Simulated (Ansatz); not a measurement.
**FH₃S₂Si: how energies converge with the basis set**

The task here is to estimate one member of a computed series from the others.

Computed with Ansatz 0.2.0, Gaussian basis. Level: one geometry, several basis sets.

The runs, in order: PBE0-D4/def2-SVP; ωB97M-V/def2-SVP; PBE0-D4/def2-QZVPP; ωB97M-V/def2-QZVPP; the functionals' def2-TZVPP values are taken from earlier runs.

**Structure used throughout**

The geometry comes from an earlier relaxation with PBE0-D4 in a triple-zeta def2 set; it is a stationary point, not always the lowest conformer.

SMILES `F[SiH](S)S`, 7 atoms, charge 0, spin multiplicity 1.

Atoms are counted from 1 here; the program's logs count them from 0.

Bond lengths: F1–Si2 1.596 Å, Si2–S3 2.114 Å, Si2–S4 2.115 Å, Si2–H5 1.477 Å, S3–H6 1.344 Å, S4–H7 1.345 Å. Angles: F1–Si2–S3 113.1°, F1–Si2–S4 108.8°, F1–Si2–H5 105.2°, S3–Si2–S4 104.7°, S3–Si2–H5 110.5°, S4–Si2–H5 114.8°, Si2–S3–H6 93.3°, Si2–S4–H7 93.2°.

The first run:

Contents of in.yaml:

```yaml
crystal:
  periodic: [false, false, false]
  atoms:
    - {symbol: F, position_ang: [-1.160769, -1.275528, 0.097846]}
    - {symbol: Si, position_ang: [0.009185, -0.203775, -0.075592]}
    - {symbol: S, position_ang: [0.815018, 0.448704, 1.766141]}
    - {symbol: S, position_ang: [-0.792162, 1.543165, -0.959029]}
    - {symbol: H, position_ang: [1.043301, -0.886197, -0.880085]}
    - {symbol: H, position_ang: [1.722807, -0.541964, 1.807551]}
    - {symbol: H, position_ang: [-1.576181, 0.847693, -1.802434]}
basis:
  gaussian: {orbitals: def2-SVP}
hamiltonian: {xc: pbe0, dispersion: d4}
output: {orbitals: {seedname: orbitals}}
```

Steps of the session up to this table: PBE0-D4 in def2-SVP; ωB97M-V in def2-SVP; PBE0-D4 in def2-QZVPP; ωB97M-V in def2-QZVPP.

One table of the session follows, with a row left open; its other results are not shown here.

It belongs to the step «Density functionals: the series». 

```
functional       basis  HOMO (eV)  LUMO (eV)
   PBE0-D4    def2-SVP      -7.80       0.29
   PBE0-D4  def2-TZVPP          ?          ?
   PBE0-D4  def2-QZVPP      -7.96      -0.39
   ωB97M-V    def2-SVP      -9.95       2.28
   ωB97M-V  def2-TZVPP     -10.11       1.66
   ωB97M-V  def2-QZVPP     -10.15       1.27
```

Estimate the missing values for PBE0-D4, def2-TZVPP.

The run gave: HOMO (eV): -7.93; LUMO (eV): -0.22. In the column «HOMO (eV)» it lies between PBE0-D4, def2-QZVPP (-7.96) and PBE0-D4, def2-SVP (-7.80).
